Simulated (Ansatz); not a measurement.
What does this script print? It uses Ansatz 0.2.0, Python API.

Script `run_deck.py`:
```python
"""Run GeH4SSe from an input written out key by key."""

import ansatz as az
import numpy as np

DECK = """
crystal:
  periodic: [false, false, false]
  atoms:
    - { symbol: S, position_ang: [-1.7763, 0.4492, -1.1516] }
    - { symbol: Ge, position_ang: [0.0309, 0.4791, 0.0498] }
    - { symbol: Se, position_ang: [1.1311, -1.5594, -0.2796] }
    - { symbol: H, position_ang: [-2.2497, -0.6321, -0.5047] }
    - { symbol: H, position_ang: [0.9518, 1.645, -0.4093] }
    - { symbol: H, position_ang: [-0.3264, 0.6603, 1.548] }
    - { symbol: H, position_ang: [2.2999, -1.1101, 0.7017] }
basis:
  gaussian: { orbitals: def2-SVP, nuclear_model: gaussian }
hamiltonian:
  xc: pbe0
output:
  forces: true
"""

session = az.Session.from_yaml(DECK)
rep = session.plan(threads=1).execute().report

print("reference energy %16.6f eV" % rep["reference_energy_ev"])
print("total energy     %16.6f eV" % rep["free_energy_ev"])
print("occupied orbitals outside the frozen core (up, down):", rep["n_occupied"], " frozen:", rep["n_frozen"], " virtual:", rep["n_virtual"])
symbols = ["S", "Ge", "Se", "H", "H", "H", "H"]
state = rep["mean_field"]["state"]
print(f"mean field: {state['energy']['hartree']:.7f} Ha, <S^2> = {abs(state['spin_squared']):.4f}, stability: {state.get('stability', {}).get('kind')}")

print("forces (eV/A)")
for symbol, f in zip(symbols, rep["forces_ev_ang"]):
    print(f"  {symbol:2s} {f[0]:9.4f} {f[1]:9.4f} {f[2]:9.4f}")
charges = rep["charge_distribution"]
print("dipole moment", round(4.803205 * float(np.linalg.norm(charges["dipole_moment_e_ang"])), 3), "D")
print("Mulliken:", [(s, round(q, 3)) for s, q in zip(symbols, charges["mulliken_charges_e"])])
```

```console
$ python run_deck.py
reference energy   -132731.824234 eV
total energy       -132731.824234 eV
occupied orbitals outside the frozen core (up, down): [43, 43]  frozen: 0  virtual: [59, 59]
mean field: -4877.8045717 Ha, <S^2> = 0.0000, stability: minimum
forces (eV/A)
  S    -0.5656    0.1150   -0.5570
  Ge    0.7631    0.4638    0.6542
  Se    1.5842    0.3325    1.1673
  H    -0.1310   -0.1002    0.0517
  H    -0.2946   -0.1609   -0.0046
  H     0.0612   -0.0342   -0.1298
  H    -1.4173   -0.6160   -1.1818
dipole moment 1.285 D
Mulliken: [('S', -0.216), ('Ge', 0.326), ('Se', -0.221), ('H', 0.106), ('H', -0.031), ('H', -0.044), ('H', 0.078)]
```

Notes:
- These settings explore the input space; basis and method may be short of convergence.
- The geometry is a force-field or estimated start, not a minimum of this method, and the basis set is short of its limit.
- The whole script took 4.8 s on 1 thread of Arm Neoverse V2, with other jobs on the host, peak memory 0.29 GiB.

(Lines on the test bed's own set-up are left out of the output.)
